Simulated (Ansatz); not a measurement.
# GaH4NSi: small, medium and large basis sets

The task here is to estimate one member of a computed series from the others.

The runs use Ansatz 0.2.0, Gaussian basis; one geometry, several basis sets.

The runs, in order: PBE0-D4/def2-SVP; ωB97M-V/def2-SVP; PBE0-D4/def2-QZVPP; ωB97M-V/def2-QZVPP; the functionals' def2-TZVPP values are taken from earlier runs.

## The relaxed structure

An earlier PBE0-D4 in a triple-zeta def2 set relaxation fixed the geometry.

7 atoms, charge 0, spin multiplicity 1.

Atoms are counted from 1 here; the program's logs count them from 0.

Bond lengths: N1–Si2 1.719 Å, N1–Ga3 1.895 Å, N1–H4 1.013 Å, Si2–H5 1.491 Å, Si2–H6 1.491 Å, Si2–H7 1.493 Å. Angles: Si2–N1–Ga3 123.7°, Si2–N1–H4 117.0°, Ga3–N1–H4 119.3°, N1–Si2–H5 113.9°, N1–Si2–H6 113.9°, N1–Si2–H7 105.7°, H5–Si2–H6 107.0°, H5–Si2–H7 108.1°, H6–Si2–H7 108.1°.

The first run:

File in.yaml:

```yaml
crystal:
  periodic: [false, false, false]
  atoms:
    - {symbol: N, position_ang: [-0.450030, -0.783567, -0.450423]}
    - {symbol: Si, position_ang: [0.183203, 0.653387, 0.247969]}
    - {symbol: Ga, position_ang: [0.409156, -2.469162, -0.347547]}
    - {symbol: H, position_ang: [-1.333115, -0.706106, -0.940731]}
    - {symbol: H, position_ang: [0.477925, 1.727519, -0.743489]}
    - {symbol: H, position_ang: [-0.694352, 1.254247, 1.293185]}
    - {symbol: H, position_ang: [1.468514, 0.255683, 0.895335]}
basis:
  gaussian: {orbitals: def2-SVP}
hamiltonian: {xc: pbe0, dispersion: d4}
output: {orbitals: {seedname: orbitals}}
```

Started as:

```bash
ansatz run in.yaml --threads 2 --pin off --events-out ev --progress --plain --max-ram 4352MiB
```

Steps of the session up to this table: PBE0-D4 in def2-SVP; ωB97M-V in def2-SVP; PBE0-D4 in def2-QZVPP; ωB97M-V in def2-QZVPP.

One of the session's tables, all rows but one given; the rest of the session is left out.

It belongs to the step «Density functionals: the series». 

| functional | basis | HOMO (eV) | LUMO (eV) |
| --- | --- | --- | --- |
| PBE0-D4 | def2-SVP | -6.77 | -1.37 |
| PBE0-D4 | def2-TZVPP | -6.81 | -1.40 |
| PBE0-D4 | def2-QZVPP | ? | ? |
| ωB97M-V | def2-SVP | -8.88 | 0.39 |
| ωB97M-V | def2-TZVPP | -8.94 | 0.33 |
| ωB97M-V | def2-QZVPP | -8.97 | 0.13 |

Q: Estimate the row for PBE0-D4, def2-QZVPP from the others.

The run gave: HOMO (eV): -6.83; LUMO (eV): -1.45. In the column «HOMO (eV)» it lies between ωB97M-V, def2-SVP (-8.88) and PBE0-D4, def2-TZVPP (-6.81).
